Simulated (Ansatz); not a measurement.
**NbTe (rocksalt): a single-point run**

Wanted: a converged single-point run for NbTe (rocksalt), and a check of what comes out. The structure is shown as the input types it.

Method: DFT PBE, scalar-relativistic, plane waves, PAW, in Ansatz 0.2.0.

2 further runs of the same task are left out: 2 that didn't finish. Runs told in other sessions of the task aren't counted.

### Step 1. The structure to begin with

The structure is cubic, space group Fm-3m (No. 225). Conventional cell: a = 5.755 Å, b = 5.755 Å, c = 5.755 Å, α = 90.00°, β = 90.00°, γ = 90.00°. Nb (site symmetry m-3m) has 6 Te at 2.88 Å in its first shell of neighbours. Around Te (site symmetry m-3m) lie 6 Nb at 2.88 Å.

Structure file:

```xyz
4
Lattice="0.0000 2.8775 2.8775 5.7549 2.8775 2.8775 5.7549 5.7549 0.0000" Properties=species:S:1:pos:R:3 pbc="T T T"
Nb    2.8775    2.8775    2.8775
Te    0.0000    0.0000    0.0000
Nb    5.7549    5.7549    2.8775
Te    2.8775    2.8775    0.0000
```

### Step 2. Input and run

File input.yaml:

```yaml
crystal:
  lattice:
    - [-1.447954191533e-27, 2.87745879325, 2.8774587932]
    - [5.7549175863, 2.87745879325, 2.8774587932]
    - [5.7549175863, 5.75491758645, -5.00015728582e-11]
  atoms:
    - { symbol: Nb, position: [0.5, 0.5, 0.0], spin: 2.0 }
    - { symbol: Te, position: [0.0, 0.0, 0.0] }
    - { symbol: Nb, position: [0.5, 0.5, 0.5], spin: -2.0 }
    - { symbol: Te, position: [0.0, 0.0, 0.5] }
basis:
  ecutwfc: 420
  ecutrho_ratio: 4
kpoints:
  mp_grid: { grid: [10, 10, 5] }
hamiltonian:
  xc: pbe
scf:
  occupations: { method: gaussian, width: 0.05 }
  convergence: { dr2_threshold: 1.0e-14 }
  max_iter: 75
output:
  forces: true
  stress: true
magnetization:
  spin_polarized: true
```

Launch:

```
$ ansatz run input.yaml --threads 2 --pin off --max-ram 2662MiB --backend cpu --events-out ev --progress --plain --runs-dir out
```

**Question.** How will this run end, and is anything wrong with its input?

The run converged and reported no error. That alone doesn't make the input a sound one.

Look at the input: scf.convergence.dr2_threshold is 1.0e-14. What could go wrong: threshold needlessly tight. Once met, so tight a threshold does no harm; it costs cycles.

Run again and compare: delete scf.convergence.dr2_threshold (the default then holds).
